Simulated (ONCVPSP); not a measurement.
# Lu: generating and testing an ONCV potential

Task: generate the file, and judge it by its errors in other configurations, its logarithmic derivatives, its ghosts and its cutoff.

The numbers are computed with ONCVPSP 4.0.1.1 (patched build) (PBEsol, scalar-relativistic, spin-unpolarised reference atom).

15 further runs of the same task are left out: 4 that didn't finish, 11 set aside as unsound or not needed.

### Step 1. Starting point

Typed settings, in words:

```
element                 : lutetium (Lu, Z = 71)
type                    : optimised norm-conserving Vanderbilt (ONCV)
frozen core             : [Kr] 4d10 5s2
valence charge          : 23
reference configuration : 4f14 5p6 5d1 6s2
partial waves           : 6s: rc 3.35 bohr, ncon 5, nbas 8, qcut 2 1/bohr, 2 projectors, debl 3.4 Ha; 5p: rc 2.05 bohr, ncon 5, nbas 9, qcut 6.5 1/bohr, 1 projector; 5d: rc 3.20 bohr, ncon 4, nbas 9, qcut 4.6 1/bohr, 2 projectors, debl 1.4 Ha; 4f: rc 1.20 bohr, ncon 3, nbas 8, qcut 12.5 1/bohr, 2 projectors, debl 1.1 Ha
local potential         : polynomial inside 1.00 bohr (lpopt 5, dvloc0 3 Ha)
core correction         : Teter function, fcfact 4, rcfact 1.05
```

The outer shells as boxes (Hund's rule for the drawing; the calculation is spin-unpolarised):

```
[Kr] core
4d [↑↓][↑↓][↑↓][↑↓][↑↓]
5s [↑↓]
4f [↑↓][↑↓][↑↓][↑↓][↑↓][↑↓][↑↓]
5p [↑↓][↑↓][↑↓]
5d [↑ ][  ][  ][  ][  ]
6s [↑↓]
```

### Step 2. Generation

The input, Lu.dat:

```
# ATOM AND REFERENCE CONFIGURATION
# atsym  z   nc   nv     iexc    psfile
  Lu 71.00   10    4  -116133      upf
#
#   n    l    f
    1    0    2.00
    2    0    2.00
    2    1    6.00
    3    0    2.00
    3    1    6.00
    3    2   10.00
    4    0    2.00
    4    1    6.00
    4    2   10.00
    5    0    2.00
    4    3   14.00
    5    1    6.00
    5    2    1.00
    6    0    2.00
#
# PSEUDOPOTENTIAL AND OPTIMIZATION
# lmax
    3
#
#   l,   rc,      ep,       ncon, nbas, qcut
    0    3.35    0.00    5    8    2.00
    1    2.05    0.00    5    9    6.50
    2    3.20    0.00    4    9    4.60
    3    1.20    0.00    3    8   12.50
#
# LOCAL POTENTIAL
# lloc, lpopt,  rc(5),   dvloc0
    4    5    1.00    3.00
#
# VANDERBILT-KLEINMAN-BYLANDER PROJECTORs
# l, nproj, debl
    0    2    3.40
    1    1    3.80
    2    2    1.40
    3    2    1.10
#
# MODEL CORE CHARGE
# icmod, fcfact, rcfact
    3    4.00    1.05
#
# LOG DERIVATIVE ANALYSIS
# epsh1, epsh2, depsh
   -3.00    5.00    0.02
#
# OUTPUT GRID
# rlmax, drl
    6.00    0.01
#
# TEST CONFIGURATIONS
# ncnf
    4
# nvcnf
#   n    l    f
    4
    4    3   14.00
    5    1    6.00
    5    2    1.00
    6    0    1.00
#
    4
    4    3   14.00
    5    1    6.00
    5    2    1.00
    6    0    0.00
#
    4
    4    3   14.00
    5    1    6.00
    5    2    0.00
    6    0    0.00
#
    4
    4    3   13.00
    5    1    6.00
    5    2    0.00
    6    0    0.00
#
```

Started as:

```bash
$ oncvpsp.x < Lu.dat > Lu.out
```

**Question.** What will these runs give? Wanted: cutoffs for 1 and 0.1 mHa per electron, occupied waves; bound ghosts; GHOST(+) flags; largest test error; largest phase difference near zero energy, channels read; rms error of d²Exc/dn², without and with the model core.

The runs gave:

| quantity | value |
| --- | --- |
| cutoffs for 1 and 0.1 mHa per electron, occupied waves | 74 Ha and 195 Ha |
| bound ghosts | s at -155.00 eV |
| GHOST(+) flags | s at 78 eV, d at 189 eV |
| largest test error (AE − PS) | -15 meV, for 4f14 5p6 5d1 6s0 (2 tests unsolved) |
| largest phase difference near zero energy, channels read | 0.062 rad |
| rms error of d²Exc/dn², without and with the model core | 4.56 and 3.55 mHa |

**Reading.** A bound ghost (s) makes it unfit for use: electrons can fall into a state that the atom doesn't have. By total energies transferability is good where solved: the largest error is 15 meV on 20.6 eV, for 4f14 5p6 5d1 6s0. Atomic tests can pass in spite of a ghost, since they solve only for the levels asked. Of the tests 2 gave no usable energy difference, which is a warning in itself. It counts as very hard, with 74 Ha needed at the looser tolerance. The tighter tolerance needs 195 Ha, and converged work needs a cutoff nearer that. At the looser tolerance the 4f wave is the slowest; 5p needs 10 Ha. Near zero energy the largest phase difference among the channels read is 0.06 rad, in the p channel. The program also flags highly localised states, GHOST(+) (s, d). All of this concerns the isolated atom, not yet a solid.
